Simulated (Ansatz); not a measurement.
# Ta2O5: the cost of one run

Program: Ansatz 0.2.0. Level of theory: DFT PBEsol, scalar-relativistic, plane waves, PAW. These are calculated values, not measurements.

1 further run of the same task is left out (set aside as unsound or not needed). Runs told in other sessions of the task aren't counted.

## (1) The system as given

It takes space group I4/mmm (No. 139, tetragonal). The conventional cell has a = 5.241 Å, b = 5.241 Å, c = 9.583 Å, α = 90.00°, β = 90.00°, γ = 90.00°. Around Ta (site symmetry 4mm) lie 5 O at 1.88 to 1.92 Å. O (site symmetry 4/mmm) has 2 Ta at 1.88 Å in its first shell of neighbours. O (site symmetry 2/m) has 2 Ta at 1.92 Å in its first shell of neighbours.

As a file:

```cif
data_structure
_symmetry_space_group_name_H-M 'I4/mmm'
_symmetry_Int_Tables_number 139
_cell_length_a 5.2407
_cell_length_b 5.2407
_cell_length_c 9.5829
_cell_angle_alpha 90.000
_cell_angle_beta 90.000
_cell_angle_gamma 90.000
_cell_volume 263.20
loop_
_atom_site_label
_atom_site_type_symbol
_atom_site_symmetry_multiplicity
_atom_site_Wyckoff_symbol
_atom_site_fract_x
_atom_site_fract_y
_atom_site_fract_z
_atom_site_occupancy
Ta1 Ta 4 e 0.00000 0.00000 0.19664 1
O1 O 2 a 0.00000 0.00000 0.00000 1
O2 O 8 f 0.75000 0.25000 0.25000 1
```

It goes back to an entry of the Materials Project, which need not be the stable form.

This cell was relaxed beforehand with the same method: volume 18.80 Å³/atom, gap on the mesh 1.64 eV.

## (2) Zero of energy

Reference values: F = -22423.5348 eV; pressure 0.00 GPa; largest force 0.003 eV/Å; gap on the mesh 1.64 eV. It was computed beforehand with the settings of the runs below.

## (3) Setting up a strain scan

The cell is strained by ε times the Voigt pattern (1, 1, 0, 0, 0, 0) (xx, yy, zz, yz, xz, xy; engineering shear), with fractional coordinates fixed (clamped ions). The stress on the pattern is the sum of the stress components weighted by it, tension positive.

## (4) ε = -0.1000

The input, input.yaml:

```yaml
crystal:
  lattice:
    - [-2.3583300905, 2.3583300905, 4.7914434112]
    - [2.3583300905, -2.3583300905, 4.7914434112]
    - [2.3583300905, 2.3583300905, -4.7914434112]
  atoms:
    - { symbol: Ta, position: [0.1966381746, 0.1966381746, 0.0] }
    - { symbol: Ta, position: [0.8033618254, 0.8033618254, 0.0] }
    - { symbol: O, position: [0.0, 0.0, 0.0] }
    - { symbol: O, position: [0.5, 0.0, 0.0] }
    - { symbol: O, position: [0.0, 0.5, 0.0] }
    - { symbol: O, position: [0.0, 0.0, 0.5] }
    - { symbol: O, position: [0.5, 0.5, 0.5] }
basis:
  ecutwfc: 420
kpoints:
  mp_grid: { grid: [8, 8, 8] }
hamiltonian:
  xc: pbesol
scf:
  occupations: { method: gaussian, width: 0.05 }
output:
  forces: true
  stress: true
  eigenvalues: true
  write_density: true
  write_potential: true
  elf: true
  volumetric_format: npy
```

On the command line:

```
ansatz run input.yaml --threads 2 --pin off --max-ram 5120MiB --backend cpu --events-out ev --progress --plain --runs-dir out
```

**Question.** How long does this run take on 2 threads of AMD EPYC 9R45 (Zen 5), shared host, and how much memory does it need?

About 3 s, with a peak of 0.54 GiB.
